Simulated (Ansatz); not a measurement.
# SnSe2: a single-point run

Aim: a sound single-point run of SnSe2. The structure is shown as the input types it.

Method: density functional or hybrid calculation with the settings of its input, plane waves (as first typed), in Ansatz 0.2.0.

4 further runs of the same task are left out: 4 that didn't finish.

### Step 1. The system as given

The structure is trigonal, space group P-3m1 (No. 164). The conventional cell has a = 3.825 Å, b = 3.825 Å, c = 6.227 Å, α = 90.00°, β = 90.00°, γ = 120.00°. Around Sn (site symmetry -3m) lie 6 Se at 2.71 Å. Around Se (site symmetry 3m) lie 3 Sn at 2.71 Å.

As a file:

```
CELL_PARAMETERS angstrom
3.82516 0.00000 0.00000
-1.91258 3.31269 0.00000
0.00000 0.00000 6.22706
ATOMIC_POSITIONS crystal
Sn 0.00000 0.00000 0.00000
Se 0.33333 0.66667 0.25308
Se 0.66667 0.33333 0.74692
```

### Step 2. Running it

The input, input.yaml:

```yaml
crystal:
  lattice:
    - [3.8251638404, 0.0, 0.0]
    - [-1.9125819202, 3.3126890594, 0.0]
    - [0.0, 0.0, 6.2270561301]
  atoms:
    - { symbol: Sn, position: [0.0, 0.0, 0.0] }
    - { symbol: Se, position: [0.3333333333, 0.6666666667, 0.2530760434] }
    - { symbol: Se, position: [0.6666666667, 0.3333333333, 0.7469239566] }
kpoints:
  mp_grid: { grid: [6, 6, 4] }
hamiltonian:
  xc: pbe
scf:
  occupations: { method: fixed }
  n_extra_bands: 4
  n_bands: 12
output:
  forces: true
  stress: true
  eigenvalues: true
```

On the command line:

```console
ansatz run input.yaml --threads 4 --pin off --max-ram 3686MiB --backend cpu --events-out ev --progress --plain --runs-dir out
```

**Question.** How will this run end, and is anything wrong with its input?

The run ended at the input check. It says: «line 17 column 3: unknown field `n_bands`, expected one of max_iter, algorithm, n_extra_bands, self_checks, convergence, ...»

The suspect setting: scf.n_bands is 12. A setting was typed under another program's name, or in the wrong section.

What to do: delete scf.n_bands.
